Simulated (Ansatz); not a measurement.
**SiH₂Se₂: a spread of methods and bases**

How do the results and run time of SiH₂Se₂ respond when the settings are drawn wide?

Program: Ansatz 0.2.0, Gaussian basis. Level of theory: the settings change from run to run. These are calculated values, not measurements.

## (1) The relaxed structure

The geometry comes from an earlier relaxation with PBE0-D4 in a triple-zeta def2 set; it is a stationary point.

5 atoms, charge 0, spin multiplicity 1.

Atoms are counted from 1 here; the program's logs count them from 0.

Bond lengths: Si1–Se2 2.240 Å, Si1–Se3 2.240 Å, Si1–H4 1.478 Å, Si1–H5 1.478 Å, Se2–Se3 2.424 Å. Angles: Se2–Si1–Se3 65.5°, Se2–Si1–H4 117.6°, Se2–Si1–H5 117.6°, Se3–Si1–H4 117.6°, Se3–Si1–H5 117.6°, H4–Si1–H5 113.0°, Si1–Se2–Se3 57.2°, Si1–Se3–Se2 57.3°.

## (2) rPW86-PBE/STO-3G

Contents of in.yaml:

```yaml
crystal:
  periodic: [false, false, false]
  atoms:
    - {symbol: Si, position_ang: [-0.285741, 0.210091, -0.219619]}
    - {symbol: Se, position_ang: [0.766564, -0.161611, 1.722697]}
    - {symbol: Se, position_ang: [1.269123, -1.400540, -0.298850]}
    - {symbol: H, position_ang: [-1.702623, -0.198689, -0.321312]}
    - {symbol: H, position_ang: [0.002477, 1.477049, -0.924415]}
basis:
  gaussian: {orbitals: STO-3G}
hamiltonian: {xc: {name: rPW86-PBE}}
output: {forces: true}
```

Run with:

```console
> ansatz run in.yaml --threads 2 --pin off --events-out ev --progress --plain --max-ram 4352MiB
```

Standard output:

```text
Functional definition: rPW86-PBE
  name "rPW86-PBE"
  cite "Murray, Lee & Langreth, J. Chem. Theory Comput. 5, 2754 (2009) doi:10.1021/ct900365q"
  cite "Perdew, Burke & Ernzerhof, Phys. Rev. Lett. 77, 3865 (1996) doi:10.1103/PhysRevLett.77.3865"
  parent pbe
  exchange = rpw86_x
  correlation = pbe_c
477 factors; integrals over basis functions are off by at most 2.3e-5 eV
mean field evaluation 1: about -137114.0930 eV, gradient 2.5e1 eV
mean field evaluation 2: about -137109.7046 eV, gradient 4.1e1 eV
mean field evaluation 4: about -137116.7853 eV, gradient 8.9e-1 eV
mean field evaluation 8: about -137116.7733 eV, gradient 1.3e-2 eV
mean field -137116.77332726 eV, -5038.9484786896 hartree, gradient 8.0e-5 eV, S^2 0.000000; 0 other end points of the search recorded, 0 dependent functions left out
the calculation of the forces begins
reference -137116.77338939 eV, -5038.9484809730 hartree; 42, 42 occupied and 5, 5 virtual orbitals, 477 factors
Total energy: -137116.77338939 eV, -5038.9484809730 hartree
Atom 0 at    -0.285741     0.210091    -0.219619 Å, force    -0.726845     0.552742    -0.519139 eV/Å
Atom 1 at     0.766564    -0.161611     1.722697 Å, force     0.101295     0.185005     0.800424 eV/Å
Atom 2 at     1.269123    -1.400540    -0.298850 Å, force     0.408905    -0.573000    -0.436033 eV/Å
Atom 3 at    -1.702623    -0.198689    -0.321312 Å, force     0.376530     0.181215    -0.017493 eV/Å
Atom 4 at     0.002477     1.477049    -0.924415 Å, force    -0.159885    -0.345962     0.172240 eV/Å
Dipole moment:    -0.366191     0.278426    -0.261687 e Å
```

Run time: 1.2 s. Hardware: 2 threads of Intel Xeon Platinum 8488C, shared host.

Largest force 1.050 eV/Å, dipole 2.54 D.

## (3) B97M-V/aug-pcseg-2

Set apart from the defaults: a point charge of 2.00 e beside it.

Edit in.yaml of step 2 so:

```diff
@@ -9,4 +9,3 @@
 basis:
-  gaussian: {orbitals: STO-3G}
-hamiltonian: {xc: {name: rPW86-PBE}}
-output: {forces: true}
+  gaussian: {orbitals: aug-pcseg-2, point_charges: [{charge: 2.00, position_ang: [5.129, -0.695, 0.919]}]}
+hamiltonian: {xc: {name: B97M-V}}
```

Same command.

Standard output, shortened:

```text
Functional definition: B97M-V
  name "B97M-V"
  cite "Mardirossian & Head-Gordon, J. Chem. Phys. 142, 074111 (2015) doi:10.1063/1.4907719"
  cite "Becke, J. Chem. Phys. 107, 8554 (1997) doi:10.1063/1.475007"
  cite "Vydrov & Van Voorhis, J. Chem. Phys. 133, 244103 (2010) doi:10.1063/1.3521275"
  # Of w^i u^j: cxij and so on, Table III.
[...]
  gx(w, u) = cx00 + cx01*u + cx02*u^2 + (cx10 + cx11*u)*w
  gss(w, u) = css00 + css02*u^2 + css10*w + (css32*w^3 + css42*w^4)*u^2
  gos(w, u) = cos00 + cos01*u + cos03*u^3 + cos10*w + cos32*w^3*u^2
[...]
      + integral(e_c_pw_mod_opposite_spin*gos(b97_w_opposite, b97_u_opposite)) + vv10(b, c)
1326 factors; their error is unknown
[...]
a density is far from that of the atoms, so the factors are made again for it
1518 factors; integrals over basis functions are off by at most 5.9e-4 eV
[...]
mean field -138588.55701947 eV, -5093.0355317677 hartree, gradient 2.8e-5 eV, S^2 0.000000; 0 other end points of the search recorded, 0 dependent functions left out
reference -138588.55711832 eV, -5093.0355354005 hartree; 42, 42 occupied and 172, 172 virtual orbitals, 1518 factors
Total energy: -138588.55711832 eV, -5093.0355354005 hartree
```

Wall time 34 s (2 threads of Intel Xeon Platinum 8488C, shared host); peak memory 0.6 GiB.

## (4) r2SCANh/pcseg-2

Edit in.yaml of step 3 so:

```diff
@@ -9,3 +9,3 @@
 basis:
-  gaussian: {orbitals: aug-pcseg-2, point_charges: [{charge: 2.00, position_ang: [5.129, -0.695, 0.919]}]}
-hamiltonian: {xc: {name: B97M-V}}
+  gaussian: {orbitals: pcseg-2}
+hamiltonian: {xc: {name: r2SCANh}}
```

Launched as before.

Standard output, shortened:

```text
Functional definition: r2SCANh
  name "r2SCANh"
  cite "Bursch, Neugebauer, Ehlert & Grimme, J. Chem. Phys. 156, 134105 (2022) doi:10.1063/5.0086040"
  cite "Furness, Kaplan, Ning, Perdew & Sun, J. Phys. Chem. Lett. 11, 8208 (2020) doi:10.1021/acs.jpclett.0c02405"
  cite "Furness, Kaplan, Ning, Perdew & Sun, J. Phys. Chem. Lett. 11, 9248 (2020) doi:10.1021/acs.jpclett.0c03077"
  parent r2scan
[...]
1102 factors; their error is unknown
[...]
mean field -138611.41812666 eV, -5093.8756619611 hartree, gradient 1.9e-5 eV, S^2 0.000000; 0 other end points of the search recorded, 0 dependent functions left out
reference -138611.41813773 eV, -5093.8756623680 hartree; 42, 42 occupied and 106, 106 virtual orbitals, 1102 factors
Total energy: -138611.41813773 eV, -5093.8756623680 hartree
```

Wall time 3.3 s (2 threads of Intel Xeon Platinum 8488C, shared host); peak memory 0.43 GiB.

## (5) rPW86-PBE/pcseg-2

Set apart from the defaults: charge +1, multiplicity 2, D3(BJ) with three-body dispersion, high accuracy.

Edit in.yaml of step 4 so:

```diff
@@ -10,2 +10,6 @@
   gaussian: {orbitals: pcseg-2}
-hamiltonian: {xc: {name: r2SCANh}}
+total_charge: 1
+magnetization: {spin_polarized: true, initial_magnetization: 1}
+hamiltonian: {xc: {name: rPW86-PBE}, dispersion: d3bjatm}
+accuracy: high
+output: {forces: true}
```

Same command.

Standard output, shortened:

```text
Functional definition: rPW86-PBE
  name "rPW86-PBE"
  cite "Murray, Lee & Langreth, J. Chem. Theory Comput. 5, 2754 (2009) doi:10.1021/ct900365q"
  cite "Perdew, Burke & Ernzerhof, Phys. Rev. Lett. 77, 3865 (1996) doi:10.1103/PhysRevLett.77.3865"
  parent pbe
[...]
2400 factors; integrals over basis functions are off by at most 4.2e-9 eV
[...]
mean field -138658.85083365 eV, -5095.6187817918 hartree, gradient 6.6e-8 eV, S^2 0.752279; 1 other end points of the search recorded, 0 dependent functions left out
[...]
reference -138658.85084556 eV, -5095.6187822295 hartree; 42, 41 occupied and 106, 107 virtual orbitals, 2400 factors
Total energy: -138659.00605905 eV, -5095.6244862200 hartree
Atom 0 at    -0.285741     0.210091    -0.219619 Å, force    -1.680627     1.277914    -1.200778 eV/Å
Atom 1 at     0.766564    -0.161611     1.722697 Å, force     0.758382    -0.657016     0.318574 eV/Å
Atom 2 at     1.269123    -1.400540    -0.298850 Å, force     0.664252    -0.424718     0.697892 eV/Å
Atom 3 at    -1.702623    -0.198689    -0.321312 Å, force     0.065486    -0.160507     0.114620 eV/Å
Atom 4 at     0.002477     1.477049    -0.924415 Å, force     0.192508    -0.035673     0.069692 eV/Å
Dipole moment:    -0.285625     0.217171    -0.204109 e Å
```

Wall time 63 s (2 threads of Intel Xeon Platinum 8488C, shared host); peak memory 0.8 GiB.

Largest force 2.429 eV/Å, ⟨S²⟩ 0.752.

## (6) r2SCAN0/pcseg-2

Options: charge +1, multiplicity 2.

Edit in.yaml of step 5 so:

```diff
@@ -12,4 +12,2 @@
 magnetization: {spin_polarized: true, initial_magnetization: 1}
-hamiltonian: {xc: {name: rPW86-PBE}, dispersion: d3bjatm}
-accuracy: high
-output: {forces: true}
+hamiltonian: {xc: {name: r2SCAN0}}
```

The command is unchanged.

Standard output, shortened:

```text
Functional definition: r2SCAN0
  name "r2SCAN0"
  cite "Bursch, Neugebauer, Ehlert & Grimme, J. Chem. Phys. 156, 134105 (2022) doi:10.1063/5.0086040"
  cite "Furness, Kaplan, Ning, Perdew & Sun, J. Phys. Chem. Lett. 11, 8208 (2020) doi:10.1021/acs.jpclett.0c02405"
  cite "Furness, Kaplan, Ning, Perdew & Sun, J. Phys. Chem. Lett. 11, 9248 (2020) doi:10.1021/acs.jpclett.0c03077"
  parent r2scan
[...]
972 factors; integrals over basis functions are off by at most 7.4e-4 eV
[...]
mean field -138602.60158861 eV, -5093.5516601637 hartree, gradient 5.6e-5 eV, S^2 0.759621; 2 other end points of the search recorded, 0 dependent functions left out
reference -138602.60160157 eV, -5093.5516606399 hartree; 42, 41 occupied and 106, 107 virtual orbitals, 972 factors
Total energy: -138602.60160157 eV, -5093.5516606399 hartree
```

It took 9.5 s on 2 threads of Intel Xeon Platinum 8488C, shared host; peak memory 0.52 GiB.

⟨S²⟩ 0.760.

## (7) CAM-B3LYP/STO-3G

This run has multiplicity 3, atoms shaken by 0.08 Å.

Contents of in.yaml:

```yaml
crystal:
  periodic: [false, false, false]
  atoms:
    - {symbol: Si, position_ang: [-0.189095, 0.282840, -0.180546]}
    - {symbol: Se, position_ang: [0.946254, -0.177345, 1.785738]}
    - {symbol: Se, position_ang: [1.232526, -1.285275, -0.286481]}
    - {symbol: H, position_ang: [-1.571617, -0.405904, -0.333203]}
    - {symbol: H, position_ang: [-0.055526, 1.409239, -0.825064]}
basis:
  gaussian: {orbitals: STO-3G}
magnetization: {spin_polarized: true, initial_magnetization: 2}
hamiltonian: {xc: {name: CAM-B3LYP}}
```

Launched as before.

Standard output, shortened:

```text
Functional definition: CAM-B3LYP
  name "CAM-B3LYP"
  cite "Yanai, Tew & Handy, Chem. Phys. Lett. 393, 51 (2004) doi:10.1016/j.cplett.2004.06.011"
  cite "Iikura, Tsuneda, Yanai & Hirao, J. Chem. Phys. 115, 3540 (2001) doi:10.1063/1.1383587"
  cite "Becke, Phys. Rev. A 38, 3098 (1988) doi:10.1103/PhysRevA.38.3098"
  cite "Lee, Yang & Parr, Phys. Rev. B 37, 785 (1988) doi:10.1103/PhysRevB.37.785"
  cite "Vosko, Wilk & Nusair, Can. J. Phys. 58, 1200 (1980) doi:10.1139/p80-159"
[...]
  # Exact exchange under (alpha + beta erf(omega r))/r, Becke's under what is left of 1/r.
[...]
479 factors; integrals over basis functions are off by at most 1.8e-5 eV
158 factors; integrals over basis functions are off by at most 6.8e-7 eV
[...]
mean field -137066.20063405 eV, -5037.0899664935 hartree, gradient 3.9e-5 eV, S^2 2.002724; 0 other end points of the search recorded, 0 dependent functions left out
reference -137066.20071906 eV, -5037.0899696176 hartree; 43, 41 occupied and 4, 6 virtual orbitals, 479 factors
Total energy: -137066.20071906 eV, -5037.0899696176 hartree
```

Run time: 1.1 s. Hardware: 2 threads of Intel Xeon Platinum 8488C, shared host.

⟨S²⟩ 2.003.

## (8) wB97X/6-31G

This run has atoms shaken by 0.15 Å, high accuracy, the search for lower states set to full.

Contents of in.yaml:

```yaml
crystal:
  periodic: [false, false, false]
  atoms:
    - {symbol: Si, position_ang: [-0.304815, 0.272598, -0.332177]}
    - {symbol: Se, position_ang: [0.503758, 0.061904, 1.530124]}
    - {symbol: Se, position_ang: [1.425657, -1.398021, -0.208268]}
    - {symbol: H, position_ang: [-1.672410, -0.001071, -0.119706]}
    - {symbol: H, position_ang: [-0.179710, 1.237295, -0.831607]}
basis:
  gaussian: {orbitals: 6-31G}
hamiltonian: {xc: {name: wB97X}}
accuracy: high
scf: {lower_state_search: full}
output: {forces: true}
```

The command is unchanged.

Standard output, shortened:

```text
Functional definition: wB97X
  name "wB97X"
  cite "Chai & Head-Gordon, J. Chem. Phys. 128, 084106 (2008) doi:10.1063/1.2834918"
  cite "Becke, J. Chem. Phys. 107, 8554 (1997) doi:10.1063/1.475007"
[...]
  # The coefficients of nought are those of the uniform gas.
[...]
      + exact_x_lr(omega)
[...]
      + integral(e_c_pw_opposite_spin*poly(b97_u_opposite, 1, cos1, cos2, cos3, cos4))
1343 factors; integrals over basis functions are off by at most 8.6e-9 eV
286 factors; integrals over basis functions are off by at most 1.9e-9 eV
[...]
mean field -138585.84166242 eV, -5092.9357442365 hartree, gradient 6.2e-8 eV, S^2 0.000000; 0 other end points of the search recorded, 0 dependent functions left out
[...]
reference -138585.84165990 eV, -5092.9357441441 hartree; 42, 42 occupied and 33, 33 virtual orbitals, 1343 factors
Total energy: -138585.84165990 eV, -5092.9357441441 hartree
Atom 0 at    -0.304815     0.272598    -0.332177 Å, force    -3.204495   -14.902946     3.551596 eV/Å
Atom 1 at     0.503758     0.061904     1.530124 Å, force     3.010607    -0.257448     6.774693 eV/Å
Atom 2 at     1.425657    -1.398021    -0.208268 Å, force    -0.543219     0.145677    -0.771066 eV/Å
Atom 3 at    -1.672410    -0.001071    -0.119706 Å, force    -1.841025    -0.898911    -0.611285 eV/Å
Atom 4 at    -0.179710     1.237295    -0.831607 Å, force     2.578133    15.913627    -8.943938 eV/Å
Dipole moment:    -0.334259     0.303563    -0.356846 e Å
```

It took 12 s on 2 threads of Intel Xeon Platinum 8488C, shared host; peak memory 0.47 GiB.

Largest force 18.436 eV/Å, dipole 2.76 D.

## (9) r2SCAN50/aug-cc-pVTZ

Contents of in.yaml:

```yaml
crystal:
  periodic: [false, false, false]
  atoms:
    - {symbol: Si, position_ang: [-0.285741, 0.210091, -0.219619]}
    - {symbol: Se, position_ang: [0.766564, -0.161611, 1.722697]}
    - {symbol: Se, position_ang: [1.269123, -1.400540, -0.298850]}
    - {symbol: H, position_ang: [-1.702623, -0.198689, -0.321312]}
    - {symbol: H, position_ang: [0.002477, 1.477049, -0.924415]}
basis:
  gaussian: {orbitals: aug-cc-pVTZ}
hamiltonian: {xc: {name: r2SCAN50}}
output: {forces: true}
```

Launched as before.

Standard output, shortened:

```text
Functional definition: r2SCAN50
  name "r2SCAN50"
  cite "Bursch, Neugebauer, Ehlert & Grimme, J. Chem. Phys. 156, 134105 (2022) doi:10.1063/5.0086040"
  cite "Furness, Kaplan, Ning, Perdew & Sun, J. Phys. Chem. Lett. 11, 8208 (2020) doi:10.1021/acs.jpclett.0c02405"
  cite "Furness, Kaplan, Ning, Perdew & Sun, J. Phys. Chem. Lett. 11, 9248 (2020) doi:10.1021/acs.jpclett.0c03077"
  parent r2scan
[...]
1511 factors; their error is unknown
[...]
mean field -138611.12936723 eV, -5093.8650502477 hartree, gradient 6.1e-6 eV, S^2 0.000000; 0 other end points of the search recorded, 0 dependent functions left out
[...]
reference -138611.12937593 eV, -5093.8650505673 hartree; 42, 42 occupied and 172, 172 virtual orbitals, 1511 factors
Total energy: -138611.12937593 eV, -5093.8650505673 hartree
Atom 0 at    -0.285741     0.210091    -0.219619 Å, force     0.035255    -0.026735     0.025391 eV/Å
Atom 1 at     0.766564    -0.161611     1.722697 Å, force    -0.021349    -0.116945    -0.385291 eV/Å
Atom 2 at     1.269123    -1.400540    -0.298850 Å, force    -0.177425     0.268031     0.243111 eV/Å
Atom 3 at    -1.702623    -0.198689    -0.321312 Å, force     0.194200     0.048329     0.018624 eV/Å
Atom 4 at     0.002477     1.477049    -0.924415 Å, force    -0.030682    -0.172680     0.098165 eV/Å
Dipole moment:    -0.264537     0.201134    -0.189049 e Å
```

It took 10 s on 2 threads of Intel Xeon Platinum 8488C, shared host; peak memory 0.79 GiB.

Largest force 0.403 eV/Å, dipole 1.84 D.

## (10) B3LYP5/def2-TZVPD

This run has atoms shaken by 0.15 Å, finite nuclei, the search for lower states set to off.

Contents of in.yaml:

```yaml
crystal:
  periodic: [false, false, false]
  atoms:
    - {symbol: Si, position_ang: [-0.078714, 0.240343, -0.126322]}
    - {symbol: Se, position_ang: [0.309835, -0.194107, 1.598189]}
    - {symbol: Se, position_ang: [1.349459, -1.633532, -0.266546]}
    - {symbol: H, position_ang: [-1.895223, -0.413251, -0.205372]}
    - {symbol: H, position_ang: [0.064345, 1.637100, -1.190038]}
basis:
  gaussian: {orbitals: def2-TZVPD, nuclear_model: gaussian}
hamiltonian: {xc: {name: B3LYP5}}
scf: {lower_state_search: off}
```

The command is unchanged.

Standard output, shortened:

```text
Functional definition: B3LYP5
  name "B3LYP5"
  cite "Stephens, Devlin, Chabalowski & Frisch, J. Phys. Chem. 98, 11623 (1994) doi:10.1021/j100096a001"
  cite "Becke, Phys. Rev. A 38, 3098 (1988) doi:10.1103/PhysRevA.38.3098"
  cite "Lee, Yang & Parr, Phys. Rev. B 37, 785 (1988) doi:10.1103/PhysRevB.37.785"
  cite "Vosko, Wilk & Nusair, Can. J. Phys. 58, 1200 (1980) doi:10.1139/p80-159"
[...]
1279 factors; their error is unknown
[...]
mean field -138599.33517524 eV, -5093.4316216865 hartree, gradient 2.6e-6 eV, S^2 0.000000; 0 other end points of the search recorded, 0 dependent functions left out
reference -138599.33543642 eV, -5093.4316312846 hartree; 42, 42 occupied and 133, 133 virtual orbitals, 1279 factors
Total energy: -138599.33543642 eV, -5093.4316312846 hartree
Checks for a lower state left out: stability, starts, cluster_reference, orbital_swaps, neighbouring_geometries, increment
```

Run time: 2.1 s. Hardware: 2 threads of Intel Xeon Platinum 8488C, shared host; peak memory 0.47 GiB.

## (11) All runs side by side

```tsv
level	charge	multiplicity	geometry	functions	energy (eV)	time
rPW86-PBE/STO-3G	0	1	relaxed	47	-137116.773	1.2 s
B97M-V/aug-pcseg-2	0	1	relaxed, point charge	214	-138588.557	34 s
r2SCANh/pcseg-2	0	1	relaxed	148	-138611.418	3.3 s
rPW86-PBE/pcseg-2	1	2	relaxed	148	-138659.006	63 s
r2SCAN0/pcseg-2	1	2	relaxed	148	-138602.602	9.5 s
CAM-B3LYP/STO-3G	0	3	shaken	47	-137066.201	1.1 s
wB97X/6-31G	0	1	shaken	75	-138585.842	12 s
r2SCAN50/aug-cc-pVTZ	0	1	relaxed	214	-138611.129	10 s
B3LYP5/def2-TZVPD	0	1	shaken	175	-138599.335	2.1 s
```

## (12) Outcome

| quantity | value |
| --- | --- |
| runs | 9 |
| quickest | CAM-B3LYP/STO-3G, 1.1 s |
| slowest | rPW86-PBE/pcseg-2, 63 s |
| spread of total energies, same state and geometry | 1494.6 eV |
| dipole, same state and geometry | 1.84 to 2.54 D |

rPW86-PBE/pcseg-2 took 60 times as long as CAM-B3LYP/STO-3G. The jobs differ in tasks and options as well as level. Total energies at one charge and spin differ by 1495 eV between levels, so only differences within one level mean anything. At the PBE0-D4/def2-TZVP geometry and in the same state, runs without warnings or point charges leave forces up to 1.05 eV/Å (rPW86-PBE/STO-3G), against 18.4 eV/Å where the atoms were moved.
